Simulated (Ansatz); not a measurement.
**CH3ClTe (SMILES ClC[TeH]): functionals against CCSD(T) at one geometry**

The atoms stand at a structure displaced at random from a GFN2-xTB minimum. How far do the functionals agree with CCSD(T) there?

Program: Ansatz 0.2.0, Gaussian basis. Level of theory: single points in def2-TZVPP. These are calculated values, not measurements.

Cores are frozen in the correlated methods. Filled d shells of the heavier atoms are correlated. Core potentials replace the inner electrons past krypton, and spin-orbit coupling is left out. B3LYP uses VWN-RPA correlation.

### 1 Starting geometry

SMILES `ClC[TeH]`, 6 atoms, charge 0, spin multiplicity 1.

Atoms are counted from 1 here; the program's logs count them from 0.

Bond lengths: Cl1–C2 1.670 Å, C2–Te3 2.235 Å, C2–H4 0.965 Å, C2–H5 1.110 Å, Te3–H6 1.701 Å. Angles: Cl1–C2–Te3 114.1°, Cl1–C2–H4 119.2°, Cl1–C2–H5 102.9°, Te3–C2–H4 106.0°, Te3–C2–H5 110.9°, H4–C2–H5 103.1°, C2–Te3–H6 97.8°.

As a file:

```mol
CH3ClTe
  3D, bonds by distance, orders not assigned

  6  5  0  0  0  0  0  0  0  0999 V2000
   -1.8091   -0.0406   -0.9430 Cl  0  0
   -0.2019   -0.1132   -0.4936 C   0  0
    0.1781    0.4680    1.6307 Te  0  0
    0.2904   -0.9310   -0.6383 H   0  0
    0.2839    0.5994   -1.1931 H   0  0
    1.8164    0.0155    1.7059 H   0  0
  1  2  8  0
  2  3  8  0
  2  4  8  0
  2  5  8  0
  3  6  8  0
M  END
```

### 2 CCSD(T)/def2-TZVPP

Input file run/in.yaml:

```yaml
crystal:
  periodic: [false, false, false]
  atoms:
    - {symbol: Cl, position_ang: [-1.809100, -0.040600, -0.943000]}
    - {symbol: C, position_ang: [-0.201900, -0.113200, -0.493600]}
    - {symbol: Te, position_ang: [0.178100, 0.468000, 1.630700]}
    - {symbol: H, position_ang: [0.290400, -0.931000, -0.638300]}
    - {symbol: H, position_ang: [0.283900, 0.599400, -1.193100]}
    - {symbol: H, position_ang: [1.816400, 0.015500, 1.705900]}
basis:
  gaussian: {orbitals: def2-TZVPP}
correlation: {method: ccsd_t}
output: {forces: true}
```

No record of the launch command was kept for these runs.

### 3 PBE0-D4/def2-TZVPP

Edit run/in.yaml of step 2 so:

```diff
@@ -11,3 +11,3 @@
   gaussian: {orbitals: def2-TZVPP}
-correlation: {method: ccsd_t}
-output: {forces: true}
+hamiltonian: {xc: pbe0, dispersion: d4}
+output: {forces: true, orbitals: {seedname: orbitals}}
```

### 4 wB97M-V/def2-TZVPP

Edit run/in.yaml of step 3 so:

```diff
@@ -11,3 +11,3 @@
   gaussian: {orbitals: def2-TZVPP}
-hamiltonian: {xc: pbe0, dispersion: d4}
-output: {forces: true, orbitals: {seedname: orbitals}}
+hamiltonian: {xc: {name: wB97M-V}}
+output: {forces: true}
```

### 5 r2SCAN-D4/def2-TZVPP

Edit run/in.yaml of step 4 so:

```diff
@@ -11,3 +11,3 @@
   gaussian: {orbitals: def2-TZVPP}
-hamiltonian: {xc: {name: wB97M-V}}
+hamiltonian: {xc: r2scan, dispersion: d4}
 output: {forces: true}
```

### 6 PBE-D4/def2-TZVPP

Edit run/in.yaml of step 5 so:

```diff
@@ -11,3 +11,3 @@
   gaussian: {orbitals: def2-TZVPP}
-hamiltonian: {xc: r2scan, dispersion: d4}
+hamiltonian: {xc: pbe, dispersion: d4}
 output: {forces: true}
```

### 7 B3LYP-D4/def2-TZVPP

Edit run/in.yaml of step 6 so:

```diff
@@ -11,3 +11,3 @@
   gaussian: {orbitals: def2-TZVPP}
-hamiltonian: {xc: pbe, dispersion: d4}
+hamiltonian: {xc: {name: B3LYP}, dispersion: d4}
 output: {forces: true}
```

### 8 BLYP-D4/def2-TZVPP

Edit run/in.yaml of step 7 so:

```diff
@@ -11,3 +11,3 @@
   gaussian: {orbitals: def2-TZVPP}
-hamiltonian: {xc: {name: B3LYP}, dispersion: d4}
+hamiltonian: {xc: {name: BLYP}, dispersion: d4}
 output: {forces: true}
```

(Steps that only read results are left out.)

What does the calculation give? Wanted: energy less free atoms, CCSD(T)/def2-TZVPP; RMS force component; RMS force error; HOMO and LUMO, PBE0-D4; T1 diagnostic.

**Answer**, as computed:

```
                                  quantity                                                                                            value
energy less free atoms, CCSD(T)/def2-TZVPP                                                                                       -16.754 eV
                       RMS force component                                                             2.105 to 2.163 eV/Å over the methods
                           RMS force error  PBE0-D4 0.154, wB97M-V 0.064, r2SCAN-D4 0.139, PBE-D4 0.222, B3LYP-D4 0.129, BLYP-D4 0.250 eV/Å
                    HOMO and LUMO, PBE0-D4                                                                               -6.39 and -1.18 eV
                             T1 diagnostic                                                                                            0.010
```

What this shows: Against CCSD(T) the functionals' energies less atoms differ by -1.001 to -0.455 eV, PBE-D4 by -1.001 eV. A larger basis would deepen the CCSD(T) value, while the functionals are nearly converged already, so the order here is not reliable. For forces wB97M-V does best and BLYP-D4 worst. Frozen-core CCSD(T) forces in triple zeta carry basis errors of their own, and this is one geometry, so small gaps rank nothing.
